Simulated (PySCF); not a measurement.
# C2H6AlAs: NMR shifts at several levels of theory, part 2 of 2

PySCF 2.14.0. Atoms count from 0. The steps go on from the part before.

## Step 9: NMR shieldings: LC-wPBE/pcSseg-2

The job: settings as JSON, then the geometry in Å.

```
{"job": {"kind": "nmr", "xc": "LC-wPBE", "basis": "pcSseg-2", "pop": false}, "charge": 0, "multiplicity": 1}
C      1.686459    -2.072265     0.250152
C      1.447268    -0.898712     0.004672
Al     1.021252     0.954378    -0.378088
As    -1.533299     0.546219     0.084076
H      1.910530    -3.102887     0.463526
H      0.929006     1.394087    -1.907154
H      1.308780     2.030853     0.761759
H     -2.225837    -0.515761    -0.733934
H     -1.898341     0.026223     1.452843
H     -2.595469     1.616775    -0.018924
```

Level: GIAO LC-wPBE/pcSseg-2 NMR shielding, non-relativistic, gas phase.

The log of the run:

```text
coarse grid: 38880 points
cycle   1  E = -2557.6168825333  dE = -8.871e-01  |g| = 1.058e+00  |ddm| = 2.453e+00
cycle   2  E = -2557.6451927906  dE = -2.831e-02  |g| = 9.098e-01  |ddm| = 1.226e+00
cycle   3  E = -2557.6907467326  dE = -4.555e-02  |g| = 1.213e-01  |ddm| = 3.285e-01
cycle   4  E = -2557.6921500631  dE = -1.403e-03  |g| = 2.978e-02  |ddm| = 9.571e-02
cycle   5  E = -2557.6923531329  dE = -2.031e-04  |g| = 1.369e-02  |ddm| = 5.595e-02
cycle   6  E = -2557.6924016500  dE = -4.852e-05  |g| = 4.867e-03  |ddm| = 2.500e-02
cycle   7  E = -2557.6924083779  dE = -6.728e-06  |g| = 5.143e-04  |ddm| = 5.999e-03
final grid: 79616 points
cycle   8  E = -2557.6923253389  dE = -2.318e-07  |g| = 2.938e-04  |ddm| = 2.613e-03
cycle   9  E = -2557.6923253764  dE = -3.753e-08  |g| = 2.645e-04  |ddm| = 5.676e-04
cycle  10  E = -2557.6923253842  dE = -7.787e-09  |g| = 6.122e-05  |ddm| = 1.424e-04
cycle  11  E = -2557.6923253881  dE = -3.937e-09  |g| = 2.569e-05  |ddm| = 1.903e-04
cycle  12  E = -2557.6923253885  dE = -3.829e-10  |g| = 1.441e-05  |ddm| = 4.321e-05
converged SCF energy = -2557.6923253885

GIAO shielding tensors (ppm)
atom      isotropic    diamagn.    paramagn.     s11        s22        s33       span
  0 C       74.020     266.150    -192.131    -18.598    -13.657    254.314    272.911
  1 C       81.866     249.134    -167.267    -22.086    -20.968    288.653    310.739
  2 Al     451.280     791.927    -340.647    421.104    446.042    486.694     65.590
  3 As    1769.887    2878.157   -1108.270   1754.156   1775.226   1780.278     26.122
  4 H       29.473      31.702      -2.229     24.234     24.572     39.613     15.379
  5 H       27.351      28.560      -1.209     24.463     25.608     31.981      7.518
  6 H       27.351      28.575      -1.224     24.467     25.608     31.977      7.511
  7 H       27.672      29.449      -1.777     21.279     22.210     39.526     18.247
  8 H       27.672      29.469      -1.797     21.297     22.209     39.511     18.214
  9 H       27.706      28.334      -0.627     21.130     21.532     40.458     19.328
```

Wall time 43 s (1 thread of Arm Neoverse V2, shared host); peak memory 1.2 GiB.

This run: δ C0 114.3, C1 106.4, Al2 33.6, As3 138, H5 3.97, H7 3.63 ppm (means over like atoms).

## Step 10: NMR shieldings: PBE0/STO-3G

Same as in step 9 but for these lines:

```diff
@@ -1,2 +1,2 @@
-{"job": {"kind": "nmr", "xc": "LC-wPBE", "basis": "pcSseg-2", "pop": false}, "charge": 0, "multiplicity": 1}
+{"job": {"kind": "nmr", "xc": "PBE0", "basis": "STO-3G", "pop": true}, "charge": 0, "multiplicity": 1}
 C      1.686459    -2.072265     0.250152
```

Level: GIAO PBE0/STO-3G NMR shielding, non-relativistic, gas phase.

The log of the run:

```text
coarse grid: 38880 points
cycle   1  E = -2528.3533481767  dE = -2.743e+00  |g| = 5.804e-01  |ddm| = 3.712e+00
cycle   2  E = -2528.2538733617  dE =  9.947e-02  |g| = 8.594e-01  |ddm| = 1.689e+00
cycle   3  E = -2528.4550958494  dE = -2.012e-01  |g| = 2.809e-01  |ddm| = 1.091e+00
cycle   4  E = -2528.4776819226  dE = -2.259e-02  |g| = 1.019e-02  |ddm| = 2.998e-01
cycle   5  E = -2528.4777250723  dE = -4.315e-05  |g| = 2.122e-03  |ddm| = 1.956e-02
cycle   6  E = -2528.4777268168  dE = -1.744e-06  |g| = 3.094e-04  |ddm| = 4.005e-03
final grid: 79616 points
cycle   7  E = -2528.4776814185  dE = -1.961e-08  |g| = 2.131e-04  |ddm| = 8.061e-04
cycle   8  E = -2528.4776814005  dE =  1.803e-08  |g| = 3.426e-04  |ddm| = 6.260e-04
cycle   9  E = -2528.4776814307  dE = -3.015e-08  |g| = 1.020e-04  |ddm| = 4.059e-04
cycle  10  E = -2528.4776814335  dE = -2.881e-09  |g| = 1.604e-06  |ddm| = 1.080e-04
cycle  11  E = -2528.4776814335  dE =  2.728e-12  |g| = 4.717e-07  |ddm| = 3.513e-06
converged SCF energy = -2528.4776814335

GIAO shielding tensors (ppm)
atom      isotropic    diamagn.    paramagn.     s11        s22        s33       span
  0 C      154.191     266.777    -112.586     99.290     99.374    263.908    164.618
  1 C      150.231     266.131    -115.900     79.756     84.304    286.632    206.876
  2 Al     472.107     781.867    -309.760    440.578    479.005    496.737     56.159
  3 As    2503.576    2853.708    -350.132   2469.945   2518.473   2522.309     52.363
  4 H       30.589      31.843      -1.255     25.400     25.719     40.647     15.247
  5 H       31.090      31.032       0.058     27.615     29.819     35.836      8.221
  6 H       31.090      31.049       0.041     27.613     29.822     35.835      8.222
  7 H       30.811      31.905      -1.094     24.186     25.252     42.996     18.810
  8 H       30.812      31.926      -1.114     24.197     25.247     42.992     18.795
  9 H       30.907      30.409       0.498     24.146     24.900     43.676     19.529
```

Run time: 2.7 s. Hardware: 1 thread of Arm Neoverse V2, shared host; peak memory 0.38 GiB.

Key values: δ C1 84.5, C0 80.5, Al2 2.9, As3 -41, H4 2.02, H7 1.76 ppm (means over like atoms).

## Step 11: Shielding tensors: PBE0/6-31G

Same as in step 10 but for these lines:

```diff
@@ -1,2 +1,2 @@
-{"job": {"kind": "nmr", "xc": "PBE0", "basis": "STO-3G", "pop": true}, "charge": 0, "multiplicity": 1}
+{"job": {"kind": "nmr", "xc": "PBE0", "basis": "6-31G", "pop": true}, "charge": 0, "multiplicity": 1}
 C      1.686459    -2.072265     0.250152
```

With the program's defaults for keys left out, this is: GIAO PBE0/6-31G NMR shielding, non-relativistic, gas phase.

The log of the run:

```text
coarse grid: 38880 points
cycle   1  E = -2557.0859943101  dE = -6.642e-01  |g| = 3.366e-01  |ddm| = 2.931e+00
cycle   2  E = -2557.0743341149  dE =  1.166e-02  |g| = 4.066e-01  |ddm| = 8.936e-01
cycle   3  E = -2557.1157319180  dE = -4.140e-02  |g| = 1.663e-01  |ddm| = 5.163e-01
cycle   4  E = -2557.1229949763  dE = -7.263e-03  |g| = 1.918e-02  |ddm| = 1.564e-01
cycle   5  E = -2557.1231132201  dE = -1.182e-04  |g| = 2.890e-03  |ddm| = 2.968e-02
cycle   6  E = -2557.1231168703  dE = -3.650e-06  |g| = 8.691e-04  |ddm| = 6.526e-03
final grid: 79616 points
cycle   7  E = -2557.1231203987  dE =  7.088e-08  |g| = 1.031e-03  |ddm| = 2.077e-03
cycle   8  E = -2557.1231198073  dE =  5.913e-07  |g| = 1.819e-03  |ddm| = 2.559e-03
cycle   9  E = -2557.1231205899  dE = -7.825e-07  |g| = 4.096e-04  |ddm| = 1.769e-03
cycle  10  E = -2557.1231206288  dE = -3.892e-08  |g| = 6.649e-06  |ddm| = 3.544e-04
cycle  11  E = -2557.1231206288  dE = -2.410e-11  |g| = 7.610e-07  |ddm| = 1.464e-05
converged SCF energy = -2557.1231206288

GIAO shielding tensors (ppm)
atom      isotropic    diamagn.    paramagn.     s11        s22        s33       span
  0 C      100.494     275.105    -174.610     22.500     23.537    255.447    232.947
  1 C      112.510     273.476    -160.967     24.789     26.120    286.620    261.831
  2 Al     497.466     793.337    -295.872    474.964    494.020    523.413     48.449
  3 As    2010.187    2874.774    -864.587   1980.673   2022.487   2027.402     46.729
  4 H       30.222      30.052       0.170     25.255     25.797     39.613     14.358
  5 H       27.824      27.583       0.242     24.297     26.518     32.658      8.360
  6 H       27.823      27.592       0.232     24.299     26.518     32.653      8.353
  7 H       29.209      30.641      -1.433     22.639     23.854     41.133     18.494
  8 H       29.204      30.646      -1.442     22.654     23.839     41.118     18.464
  9 H       29.246      29.445      -0.199     22.519     23.283     41.936     19.417
```

It took 5 s on 1 thread of Arm Neoverse V2, shared host; peak memory 0.41 GiB.

Key values: δ C0 99.0, C1 87.0, Al2 45.1, As3 65, H5 4.79, H7 3.39 ppm (means over like atoms).

## Step 12: Comparing the runs: NMR shifts

Shifts (ppm), means over like atoms, with basis size and wall time:

```
               run     C0     C1    H5    H7    H4   Al2  As3  functions   time
     PBE0/pcSseg-2  107.6  100.9  4.14  3.66  1.92  35.3  148        262   32 s
 mPW1PW91/pcSseg-2  107.3  100.6  4.10  3.65  1.91  34.4  147        262   30 s
     WP04/pcSseg-2   98.5   93.9  3.27  3.32  1.67  26.2  127        262   26 s
    B97-2/pcSseg-2  103.9   97.4  4.01  3.64  1.92  33.8  145        262   27 s
BHandHLYP/pcSseg-2  107.6  101.2  3.93  3.60  1.97  31.6  140        262   28 s
CAM-B3LYP/pcSseg-2  108.0  103.0  4.04  3.60  1.91  37.3  144        262   39 s
  wB97X-D/pcSseg-2  108.3  101.1  4.04  3.60  1.93  34.5  143        262   41 s
  LC-wPBE/pcSseg-2  114.3  106.4  3.97  3.63  1.84  33.6  138        262   43 s
       PBE0/STO-3G   80.5   84.5  1.51  1.76  2.02   2.9  -41         43  2.7 s
        PBE0/6-31G   99.0   87.0  4.79  3.39  2.39  45.1   65         70    5 s
```

## Step 13: Outcome

This closing draws on all 2 parts.

| quantity | value |
| --- | --- |
| 13C shifts against TMS (PBE0/pcSseg-2) | 107.6, 100.9 ppm |
| 1H shifts against TMS (PBE0/pcSseg-2, means over atoms taken as alike) | 4.14, 3.66, 1.92 ppm |
| 27Al shifts against AlH4- (PBE0/pcSseg-2) | 35.3 ppm |
| 75As shifts against AsH3 (PBE0/pcSseg-2) | 148 ppm |
| range of the shift of As3 | -41 to 148 ppm |
| property runs in this session | 10, of which 0 failed and 1 gave unsound results |

**Reading.** Single values in the summary come from the first run of each kind that ended normally (PBE0/pcSseg-2), which need not be the best level. At PBE0/pcSseg-2: The widest tensor belongs to C1: span 304 ppm, with a paramagnetic part of -166 ppm. In ppm, As3 moves most: its shift spreads over 190 ppm, from -41 (PBE0/STO-3G) to 148 (PBE0/pcSseg-2). A minimal basis is unusable for shieldings, so that end is no result. Spin-orbit coupling is left out, which matters for shieldings and couplings at and beside the heavy atoms.
